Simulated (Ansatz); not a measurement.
# CBFO: the cost of one run

Method: RKS B3LYP/def2-SVP, in Ansatz 0.2.0.

## (1) The system as given

Bond lengths: O1–C2 1.176 Å, C2–B3 1.444 Å, B3–F4 1.299 Å. Angles: O1–C2–B3 151.7°, C2–B3–F4 134.1°.

Coordinates:

```xyz
4

O     0.7638   -0.4387    1.6196
C     0.2699   -0.0131    0.6409
B    -0.2572   -0.1786   -0.6938
F    -0.7765    0.6304   -1.5667
```

## (2) End point A

Contents of input.yaml:

```yaml
crystal:
  periodic: [false, false, false]
  atoms:
    - { symbol: O, position_ang: [0.7638, -0.4387, 1.61957] }
    - { symbol: C, position_ang: [0.26986, -0.01311, 0.64087] }
    - { symbol: B, position_ang: [-0.2572, -0.17861, -0.69377] }
    - { symbol: F, position_ang: [-0.77647, 0.63042, -1.56666] }
basis:
  gaussian: { orbitals: def2-SVP }
hamiltonian:
  xc: b3lyp
relax:
  f_tol: 0.015
  max_steps: 40
```

Started as:

```bash
ansatz run input.yaml --threads 1 --pin off --max-ram 2048MiB --backend cpu --events-out ev --progress --plain --runs-dir out
```

Q: Estimate wall time and peak memory on 1 thread of an Arm CPU, shared host.

About 49 s, with a peak of 0.12 GiB.
